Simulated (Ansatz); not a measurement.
# Be (Beryllium): further runs on the relaxed cell

Aim: for Be (Beryllium), measure the bulk modulus from energies at several volumes.

Program: Ansatz 0.2.0. Level of theory: DFT PBE+D3(BJ), scalar-relativistic, plane waves, PAW. These are calculated values, not measurements.

### Step 1. The structure to begin with

Symmetry: P6_3/mmc, No. 194, hexagonal system. The conventional cell has a = 2.214 Å, b = 2.214 Å, c = 3.500 Å, α = 90.00°, β = 90.00°, γ = 120.00°. Around Be (site symmetry -6m2) lie 12 Be at 2.17 to 2.21 Å.

Structure file:

```xyz
2
Lattice="2.2142 0.0000 0.0000 -1.1071 1.9176 0.0000 0.0000 0.0000 3.5000" Properties=species:S:1:pos:R:3 pbc="T T T"
Be    0.0000    1.2784    0.8750
Be    1.1071    0.6392    2.6250
```

This cell was relaxed beforehand with the same method: volume 7.43 Å³/atom, gap on the mesh none (metal).

### Step 2. The cell scaled to 0.97 of its volume

Contents of input.yaml:

```yaml
crystal:
  lattice:
    - [2.191854136, 0.0, 0.0]
    - [-1.095927068, 1.8982013632, 0.0]
    - [0.0, 0.0, 3.4646467406]
  atoms:
    - { symbol: Be, position: [0.3333333333, 0.6666666667, 0.25] }
    - { symbol: Be, position: [0.6666666667, 0.3333333333, 0.75] }
basis:
  ecutwfc: 420
kpoints:
  mp_grid: { grid: [21, 21, 12] }
hamiltonian:
  xc: pbe
  dispersion: d3bj
scf:
  occupations: { method: gaussian, width: 0.1 }
output:
  forces: true
  stress: true
  eigenvalues: true
relax:
  adjacent_minimum: "off"
  f_tol: 0.01
  max_steps: 30
  cell: { stress_tol: 0.1, fix: [volume] }
```

Started as:

```
$ ansatz run input.yaml --threads 1 --pin off --max-ram 2560MiB --backend cpu --events-out ev --progress --plain --runs-dir out
```

### Step 3. The cell scaled to 1.03 of its volume

input.yaml: that of step 2 with these lines changed.

```diff
@@ -2,5 +2,5 @@
   lattice:
-    - [2.191854136, 0.0, 0.0]
-    - [-1.095927068, 1.8982013632, 0.0]
-    - [0.0, 0.0, 3.4646467406]
+    - [2.2361459508, 0.0, 0.0]
+    - [-1.1180729754, 1.9365591999, 0.0]
+    - [0.0, 0.0, 3.5346584668]
   atoms:
```

### Step 4. Volume × 0.94

input.yaml: that of step 3 with these lines changed.

```diff
@@ -2,5 +2,5 @@
   lattice:
-    - [2.2361459508, 0.0, 0.0]
-    - [-1.1180729754, 1.9365591999, 0.0]
-    - [0.0, 0.0, 3.5346584668]
+    - [2.1683038619, 0.0, 0.0]
+    - [-1.0841519309, 1.8778062275, 0.0]
+    - [0.0, 0.0, 3.430821249]
   atoms:
```

### Step 5. Volume × 1.06

input.yaml: that of step 4 with these lines changed.

```diff
@@ -2,5 +2,5 @@
   lattice:
-    - [2.1683038619, 0.0, 0.0]
-    - [-1.0841519309, 1.8778062275, 0.0]
-    - [0.0, 0.0, 3.430821249]
+    - [2.2585478247, 0.0, 0.0]
+    - [-1.1292739123, 1.9559597918, 0.0]
+    - [0.0, 0.0, 3.5658067864]
   atoms:
@@ -21,2 +21,6 @@
   eigenvalues: true
+  write_density: true
+  write_potential: true
+  elf: true
+  volumetric_format: npy
 relax:
```

### Step 6. Point at V/V0 = 0.91

input.yaml: that of step 5 with these lines changed.

```diff
@@ -2,5 +2,5 @@
   lattice:
-    - [2.2585478247, 0.0, 0.0]
-    - [-1.1292739123, 1.9559597918, 0.0]
-    - [0.0, 0.0, 3.5658067864]
+    - [2.1441699587, 0.0, 0.0]
+    - [-1.0720849793, 1.8569056543, 0.0]
+    - [0.0, 0.0, 3.3965147324]
   atoms:
```

### Step 7. Point at V/V0 = 1.10

input.yaml: that of step 6 with these lines changed.

```diff
@@ -2,5 +2,5 @@
   lattice:
-    - [2.1441699587, 0.0, 0.0]
-    - [-1.0720849793, 1.8569056543, 0.0]
-    - [0.0, 0.0, 3.3965147324]
+    - [2.2876112485, 0.0, 0.0]
+    - [-1.1438056242, 1.9811294552, 0.0]
+    - [0.0, 0.0, 3.6069387095]
   atoms:
@@ -21,6 +21,2 @@
   eigenvalues: true
-  write_density: true
-  write_potential: true
-  elf: true
-  volumetric_format: npy
 relax:
```

### Step 8. Volume × 0.88

input.yaml: that of step 7 with these lines changed.

```diff
@@ -2,5 +2,5 @@
   lattice:
-    - [2.2876112485, 0.0, 0.0]
-    - [-1.1438056242, 1.9811294552, 0.0]
-    - [0.0, 0.0, 3.6069387095]
+    - [2.1193214416, 0.0, 0.0]
+    - [-1.0596607208, 1.8353862073, 0.0]
+    - [0.0, 0.0, 3.3620141147]
   atoms:
```

(Steps that only read results are left out.)

**Question.** What will these runs give? Wanted: equilibrium volume of the fit; bulk modulus.

As calculated:

```
                     quantity         value
equilibrium volume of the fit  7.43 Å³/atom
                 bulk modulus       133 GPa
      its pressure derivative           3.3
```

The fit puts the minimum at 7.43 Å³/atom with B = 133 GPa and B' = 3.3.
